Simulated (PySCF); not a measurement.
NSiFH2, in a box:

```
N Si F H
1.0
    12.00000    0.00000    0.00000
     0.00000   12.00000    0.00000
     0.00000    0.00000   11.00000
N Si F H
1 1 1 2
Direct
  0.45557 0.52276 0.46365
  0.50202 0.40828 0.53967
  0.62113 0.45702 0.58480
  0.49780 0.59522 0.45549
  0.38104 0.52434 0.42139
```

Base run:

| Item | Value |
| --- | --- |
| Program | PySCF 2.14.0 |
| Functional | PBE0 |
| Dispersion | D3(BJ) |
| Potentials or basis | cc-pvdz (all-electron) |
| k mesh | 1 × 1 × 1 |
| Occupations | fixed |
| Spin | no spin polarisation |

Its results: gap between the frontier levels 6.15 eV.

Problem. The run is repeated on the same cell with these changes: functional from PBE0 to PW91. What comes out?

Solution. Gap between the frontier levels 4.12 eV.

PBE0 gives the wider gap, since exact exchange removes part of the self-interaction.

Caveats: this is a molecule in a periodic box at the Γ point, so its band gap is the HOMO-LUMO gap; the basis of atomic orbitals isn't converged, which shifts pressures, moduli and gaps.

A k mesh can miss the band edges.

Not every run made on this cell is shown here.
